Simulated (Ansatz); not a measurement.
**SiGeHO (quartet): from Hartree-Fock to the top rungs, cc-pVDZ**

How much of the correlation energy of SiGeHO (quartet) does each wave-function method recover here?

Program: Ansatz 0.2.0, Gaussian basis. Level of theory: cc-pVDZ, core rule «outside noble gas», up to 20 orbitals frozen. These are calculated values, not measurements.

To be run: UHF; CCSD(T) on ROHF; CCSD(T) on UHF; BCCD(T) on ROHF; CISD; CCSDT(Q) on ROHF; CCSDT(Q) on UHF.

22 further runs of the same task are left out: 9 that didn't finish, 13 set aside as unsound or not needed.

**1. The system**

The geometry is a PBE0/def2-TZVP stationary point (not a proven minimum). No spin-orbit coupling is included. The filled d shell of Ge may be among the frozen orbitals whatever the setting's name suggests; the logs give the count.

4 atoms, charge 0, spin multiplicity 4.

Atoms are counted from 1 here; the program's logs count them from 0.

Bond lengths: Ge1–Si2 2.398 Å, Si2–O3 1.648 Å, O3–H4 0.961 Å. Angles: Ge1–Si2–O3 111.2°, Si2–O3–H4 119.3°.

**2. UHF**

File in.yaml:

```yaml
crystal:
  periodic: [false, false, false]
  atoms:
    - {symbol: Ge, position_ang: [0.000000, -0.086975, 1.033304]}
    - {symbol: Si, position_ang: [0.000000, 0.623522, -1.256992]}
    - {symbol: O, position_ang: [0.000000, -0.667282, -2.281334]}
    - {symbol: H, position_ang: [0.000000, -0.513860, -3.230336]}
basis:
  gaussian: {orbitals: cc-pVDZ}
magnetization: {spin_polarized: true, initial_magnetization: 3}
hamiltonian: {xc: hf}
output: {orbitals: {seedname: orbitals}}
```

On the command line:

```sh
$ ansatz run in.yaml --threads 1 --pin off --events-out ev --progress --plain --max-ram 2393MiB
```

Further steps of the session: CCSD(T) on ROHF; CCSD(T) on UHF; BCCD(T) on ROHF; CISD; CCSDT(Q) on ROHF; CCSDT(Q) on UHF.

Before running them: what should the planned runs give, taken together? Wanted: UCCSDT(Q) below the RHF energy; RMP2 from UCCSDT(Q); UMP2 from UCCSDT(Q); RCCSD from UCCSDT(Q); RCCSD(T) from UCCSDT(Q); UCCSD(T) from UCCSDT(Q); RCCSDT(Q) from UCCSDT(Q); T1 diagnostic.

**Answer**, as computed:

```
                         quantity                      value
   UCCSDT(Q) below the RHF energy                 -9.8992 eV
              RMP2 from UCCSDT(Q)            +26.29 kcal/mol
              UMP2 from UCCSDT(Q)            +27.40 kcal/mol
             RCCSD from UCCSDT(Q)             +9.15 kcal/mol
          RCCSD(T) from UCCSDT(Q)             +1.93 kcal/mol
          UCCSD(T) from UCCSDT(Q)             +1.74 kcal/mol
         RCCSDT(Q) from UCCSDT(Q)             +0.29 kcal/mol
levels within 1 kcal/mol (43 meV)  RCCSDT, UCCSDT, RCCSDT(Q)
                    T1 diagnostic                      0.023
```

**Reading.** RCCSD(T) misses by +1.93 kcal/mol, 0.8 % of the correlation energy. These misses are within one basis, not against nature; the frozen cores of restricted and unrestricted runs differ, which can shift their rows.
